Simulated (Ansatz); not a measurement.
# TmO: the cost of one run

Method: DFT PBE, scalar-relativistic, plane waves, PAW; 4f electrons in the core of a trivalent norm-conserving potential, in Ansatz 0.2.0.

1 further run of the same task is left out (it didn't finish). Runs told in other sessions of the task aren't counted.

## Step 1: The structure to begin with

Symmetry: P-6m2, No. 187, hexagonal system. Conventional cell: a = 2.793 Å, b = 2.793 Å, c = 4.421 Å, α = 90.00°, β = 90.00°, γ = 120.00°. Tm (site symmetry -6m2) has 6 O at 2.74 Å and 6 Tm at 2.79 Å in its first shell of neighbours. O (site symmetry -6m2) has 6 Tm at 2.74 Å and 6 O at 2.79 Å in its first shell of neighbours.

Structure file:

```
Tm O
1.0
     2.79311    0.00000    0.00000
    -1.39656    2.41891    0.00000
     0.00000    0.00000    4.42092
Tm O
1 1
Direct
  0.00000 0.00000 0.00000
  0.33333 0.66667 0.50000
```

The cell is invented: species swapped into a database cell of TcRu (P-6m2, No. 187), with Tm on the Tc sites and O on the Ru sites. The dimensions are guesses.

## Step 2: Probe: one point on a coarse mesh

The input, input.yaml:

```yaml
crystal:
  lattice:
    - [2.79311361, 0.0, 0.0]
    - [-1.3965568, 2.41890734, 0.0]
    - [0.0, 0.0, 4.4209217]
  atoms:
    - { symbol: Tm, position: [0.0, 0.0, 0.0] }
    - { symbol: O, position: [0.33333333, 0.66666667, 0.5] }
basis:
  ecutwfc: 690
kpoints:
  mp_grid: { grid: [6, 6, 4] }
hamiltonian:
  xc: pbe
  pseudopotentials:
    kind: paw
    azcp: { Tm: "pseudopotentials/pbe/nc/lanthanide_3plus/Tm.nc.azcp" }
scf:
  occupations: { method: gaussian, width: 0.1 }
  lower_state_search: "off"
output:
  forces: true
  stress: true
  eigenvalues: true
```

Command:

```console
$ ansatz run input.yaml --threads 1 --pin off --max-ram 2560MiB --backend cpu --events-out ev --progress --plain --runs-dir out
```

Q: Estimate wall time and peak memory on 1 thread of Arm Neoverse V2, shared host.

About 1.9 s, with a peak of 0.26 GiB.
